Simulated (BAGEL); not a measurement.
# HF/STO-3G (density fitting with qzvpp-jkfit) run of GeSiH6O (SMILES [OH][GeH2][SiH3])

Aim: the vertical singlet–triplet gap of GeSiH6O at HF/STO-3G (density fitting with qzvpp-jkfit), from 2 runs. 

Program for the calculation: BAGEL 1.2.2.

2 further runs of the same task are left out: 1 that didn't finish, 1 set aside as unsound or not needed. Runs told in other sessions of the task aren't counted.

### Step 1. The structure to begin with

GeSiH6O has 9 atoms, charge 0, and is taken as a singlet. SMILES: `[OH][GeH2][SiH3]`. The coordinates come from a PBE0-D4/def2-TZVP relaxation. This is one conformer, not always the lowest.

Bond lengths: O1–Ge2 1.791 Å, Ge2–Si3 2.389 Å, O1–H4 0.960 Å, Ge2–H5 1.546 Å, Ge2–H6 1.536 Å, Si3–H7 1.488 Å, Si3–H8 1.488 Å, Si3–H9 1.486 Å. Some angles: O1–Ge2–Si3 109.9°, O1–Ge2–H5 109.2°, O1–Ge2–H6 103.6°, Si3–Ge2–H5 111.3°, Si3–Ge2–H6 113.0°, Ge2–O1–H4 112.4°, Ge2–Si3–H7 110.2°, Ge2–Si3–H8 109.3°, Ge2–Si3–H9 110.4°, H5–Ge2–H6 109.6°.

### Step 2. A single-point energy at HF/STO-3G (density fitting with qzvpp-jkfit)

hf.json reads:

```json
{ "bagel" : [

{
  "title" : "molecule",
  "basis" : "sto-3g",
  "df_basis" : "qzvpp-jkfit",
  "angstrom" : true,
  "geometry" : [
    { "atom" : "O", "xyz" : [   -1.665400,    1.003200,   -0.854800 ] },
    { "atom" : "Ge", "xyz" : [    0.086300,    0.899600,   -0.495500 ] },
    { "atom" : "Si", "xyz" : [    0.525800,   -1.010700,    0.870400 ] },
    { "atom" : "H", "xyz" : [   -1.973400,    0.267900,   -1.389000 ] },
    { "atom" : "H", "xyz" : [    0.873700,    0.832100,   -1.824400 ] },
    { "atom" : "H", "xyz" : [    0.388100,    2.226700,    0.215900 ] },
    { "atom" : "H", "xyz" : [    1.986000,   -1.132800,    1.128400 ] },
    { "atom" : "H", "xyz" : [    0.060100,   -2.236200,    0.166300 ] },
    { "atom" : "H", "xyz" : [   -0.192800,   -0.896100,    2.165800 ] }
  ]
},
{ "title" : "hf" },
{ "title" : "print", "file" : "orbitals.molden", "orbitals" : true }

]}
```

Launch:

```sh
$ BAGEL_NUM_THREADS=1 BAGEL hf.json > hf.out
```

Log:

```text
* using 1 threads per process

  ===============================================================
  ===============================================================

  *** Geometry ***

  { "atom" : "O", "xyz" : [     -3.147150,      1.895773,     -1.615338 ] },
  { "atom" : "Ge", "xyz" : [      0.163083,      1.699998,     -0.936359 ] },
  { "atom" : "Si", "xyz" : [      0.993618,     -1.909946,      1.644818 ] },
  { "atom" : "H", "xyz" : [     -3.729186,      0.506258,     -2.624830 ] },
  { "atom" : "H", "xyz" : [      1.651054,      1.572441,     -3.447616 ] },
  { "atom" : "H", "xyz" : [      0.733403,      4.207853,      0.407992 ] },
  { "atom" : "H", "xyz" : [      3.752996,     -2.140682,      2.132367 ] },
  { "atom" : "H", "xyz" : [      0.113573,     -4.225806,      0.314261 ] },
  { "atom" : "H", "xyz" : [     -0.364339,     -1.693384,      4.092769 ] },

  Number of auxiliary basis functions:      579

  Since a DF basis is specified, we compute 2- and 3-index integrals:
    o Being stored without compression. Storage requirement is 0.007 GB

  Number of basis functions:       38
  Number of electrons      :       60

    * METHOD: MOLECULE                             0.23

  *** RHF ***

  === Nuclear Repulsion ===
   271.6998212361

      * DIIS with orbital gradients will be used.

  === RHF iteration (sto-3g) ===
      0      -2414.64209669          0.01112876           0.04
      1      -2414.70389814          0.00305889           0.04
      2      -2414.70864668          0.00059143           0.03
      3      -2414.70899430          0.00007516           0.04
      4      -2414.70900059          0.00001792           0.04
      5      -2414.70900094          0.00000342           0.03
      6      -2414.70900095          0.00000093           0.04
      7      -2414.70900095          0.00000017           0.04
      8      -2414.70900095          0.00000005           0.04
      9      -2414.70900095          0.00000001           0.03
     10      -2414.70900095          0.00000000           0.03
    * SCF iteration converged.

    * Permanent dipole moment:
           (   -0.385666,     0.468162,     0.097808) a.u.

    * METHOD: HF                                   0.51

    * METHOD: PRINT                                0.00

  ===============================================================
```

Wall time 0.91 s (1 thread of Intel Xeon 6975P-C (Granite Rapids), shared host).

### Step 3. The triplet at the same level

hf.json reads:

```json
{ "bagel": [

{
  "title": "molecule",
  "basis": "sto-3g",
  "df_basis": "qzvpp-jkfit",
  "angstrom": true,
  "geometry": [
    { "atom": "O", "xyz": [      -1.665400,       1.003200,      -0.854800 ] },
    { "atom": "Ge", "xyz": [       0.086300,       0.899600,      -0.495500 ] },
    { "atom": "Si", "xyz": [       0.525800,      -1.010700,       0.870400 ] },
    { "atom": "H", "xyz": [      -1.973400,       0.267900,      -1.389000 ] },
    { "atom": "H", "xyz": [       0.873700,       0.832100,      -1.824400 ] },
    { "atom": "H", "xyz": [       0.388100,       2.226700,       0.215900 ] },
    { "atom": "H", "xyz": [       1.986000,      -1.132800,       1.128400 ] },
    { "atom": "H", "xyz": [       0.060100,      -2.236200,       0.166300 ] },
    { "atom": "H", "xyz": [      -0.192800,      -0.896100,       2.165800 ] }
  ]
},

{ "title": "uhf", "nopen": 2 },

{ "title": "print", "file": "orbitals.molden", "orbitals": true }

]}
```

Launch:

```sh
$ BAGEL_NUM_THREADS=1 BAGEL hf.json > hf.out
```

Log:

```text
* using 1 threads per process

  ===============================================================
  ===============================================================

  *** Geometry ***

  { "atom" : "O", "xyz" : [     -3.147150,      1.895773,     -1.615338 ] },
  { "atom" : "Ge", "xyz" : [      0.163083,      1.699998,     -0.936359 ] },
  { "atom" : "Si", "xyz" : [      0.993618,     -1.909946,      1.644818 ] },
  { "atom" : "H", "xyz" : [     -3.729186,      0.506258,     -2.624830 ] },
  { "atom" : "H", "xyz" : [      1.651054,      1.572441,     -3.447616 ] },
  { "atom" : "H", "xyz" : [      0.733403,      4.207853,      0.407992 ] },
  { "atom" : "H", "xyz" : [      3.752996,     -2.140682,      2.132367 ] },
  { "atom" : "H", "xyz" : [      0.113573,     -4.225806,      0.314261 ] },
  { "atom" : "H", "xyz" : [     -0.364339,     -1.693384,      4.092769 ] },

  Number of auxiliary basis functions:      579

  Since a DF basis is specified, we compute 2- and 3-index integrals:
    o Being stored without compression. Storage requirement is 0.007 GB

  Number of basis functions:       38
  Number of electrons      :       60

    * METHOD: MOLECULE                             0.21

  *** Open-shell HF ***

  === Nuclear Repulsion ===
   271.6998212361

      * DIIS with orbital gradients will be used.

  === UHF iteration (sto-3g) ===
      0      -2414.20303846          0.02708465           0.07
      1      -2414.31652343          0.02303600           0.07
      2      -2414.38752205          0.01015816           0.07
      3      -2414.41658575          0.00503193           0.06
      4      -2414.43914821          0.00240946           0.07
      5      -2414.44605907          0.00109029           0.06
      6      -2414.44792221          0.00081447           0.07
      7      -2414.44935394          0.00061343           0.07
      8      -2414.44985411          0.00050828           0.05
      9      -2414.45017522          0.00033786           0.07
     10      -2414.45052593          0.00015505           0.07
     11      -2414.45057605          0.00009150           0.06
     12      -2414.45060387          0.00003642           0.06
     13      -2414.45060741          0.00001721           0.06
     14      -2414.45060815          0.00000799           0.07
     15      -2414.45060841          0.00000235           0.07
     16      -2414.45060844          0.00000073           0.06
     17      -2414.45060845          0.00000013           0.07
     18      -2414.45060845          0.00000005           0.07
     19      -2414.45060845          0.00000002           0.06
     20      -2414.45060845          0.00000001           0.07
    * SCF iteration converged.

    * S^2 (UHF) is 2.0057

    * Permanent dipole moment:
           (    0.938165,     0.138538,     0.496717) a.u.

    * METHOD: UHF                                  1.47

    * METHOD: PRINT                                0.00

  ===============================================================
```

Wall time 1.8 s (1 thread of Intel Xeon 6975P-C (Granite Rapids), shared host).

### Step 4. Summary of results

Level: HF/STO-3G (density fitting with qzvpp-jkfit).

```
                                        quantity           value
                           singlet: total energy  -2414.70900 Eh
                          singlet: dipole moment          1.56 D
                            singlet: HOMO energy        -8.03 eV
                            singlet: LUMO energy        10.61 eV
                          singlet: HOMO–LUMO gap        18.64 eV
                           triplet: total energy  -2414.45061 Eh
                          triplet: dipole moment          2.72 D
                                   triplet: ⟨S²⟩           2.006
vertical energy of the triplet above the singlet        7.031 eV
```

**Reading.** At this shape the triplet lies 7.03 eV (678 kJ/mol) above the singlet. In a minimal basis such a difference can be off by several eV, whatever the method.
